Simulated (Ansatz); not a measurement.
**H4O3SeSi: small, medium and large basis sets**

The task here is to estimate one member of a computed series from the others.

The runs use Ansatz 0.2.0, Gaussian basis; one geometry, several basis sets.

The runs, in order: PBE0-D4/def2-SVP; ωB97M-V/def2-SVP; PBE0-D4/def2-QZVPP; ωB97M-V/def2-QZVPP; the functionals' def2-TZVPP values are taken from earlier runs.

### The relaxed structure

All runs share one geometry, relaxed beforehand with PBE0-D4 in a triple-zeta def2 set.

9 atoms, charge 0, spin multiplicity 1.

Atoms are counted from 1 here; the program's logs count them from 0.

Bond lengths: O1–Si2 1.636 Å, O1–H6 0.959 Å, Si2–O3 1.628 Å, Si2–O4 1.631 Å, Si2–Se5 2.268 Å, O3–H7 0.959 Å, O4–H8 0.959 Å, Se5–H9 1.469 Å. Angles: Si2–O1–H6 116.5°, O1–Si2–O3 115.8°, O1–Si2–O4 105.1°, O1–Si2–Se5 110.1°, O3–Si2–O4 107.6°, O3–Si2–Se5 102.0°, O4–Si2–Se5 116.6°, Si2–O3–H7 116.6°, Si2–O4–H8 116.8°, Si2–Se5–H9 92.2°.

Set-up of the first run:

Input file in.yaml:

```yaml
crystal:
  periodic: [false, false, false]
  atoms:
    - {symbol: O, position_ang: [-0.635250, 0.736391, -1.154628]}
    - {symbol: Si, position_ang: [0.222051, -0.084962, -0.028481]}
    - {symbol: O, position_ang: [1.838467, -0.069388, -0.218566]}
    - {symbol: O, position_ang: [-0.276096, -1.632444, -0.160413]}
    - {symbol: Se, position_ang: [-0.024367, 0.890650, 2.004064]}
    - {symbol: H, position_ang: [-0.597302, 1.693349, -1.106667]}
    - {symbol: H, position_ang: [2.216925, -0.785621, -0.732626]}
    - {symbol: H, position_ang: [-1.173388, -1.772603, -0.467233]}
    - {symbol: H, position_ang: [-1.482539, 0.978329, 1.847350]}
basis:
  gaussian: {orbitals: def2-SVP}
hamiltonian: {xc: pbe0, dispersion: d4}
output: {orbitals: {seedname: orbitals}}
```

Steps of the session up to this table: PBE0-D4 in def2-SVP; ωB97M-V in def2-SVP; PBE0-D4 in def2-QZVPP; ωB97M-V in def2-QZVPP.

One table of the session follows, with a row left open; its other results are not shown here.

It belongs to the step «Density functionals: the series». 

```
functional       basis  HOMO (eV)  LUMO (eV)
   PBE0-D4    def2-SVP      -6.92       0.58
   PBE0-D4  def2-TZVPP      -7.10       0.18
   PBE0-D4  def2-QZVPP          ?          ?
   ωB97M-V    def2-SVP      -9.08       2.46
   ωB97M-V  def2-TZVPP      -9.27       1.73
   ωB97M-V  def2-QZVPP      -9.32       1.18
```

Q: Estimate the row for PBE0-D4, def2-QZVPP from the others.

As computed: HOMO (eV): -7.14; LUMO (eV): -0.14. In the column «HOMO (eV)» it lies between ωB97M-V, def2-SVP (-9.08) and PBE0-D4, def2-TZVPP (-7.10).
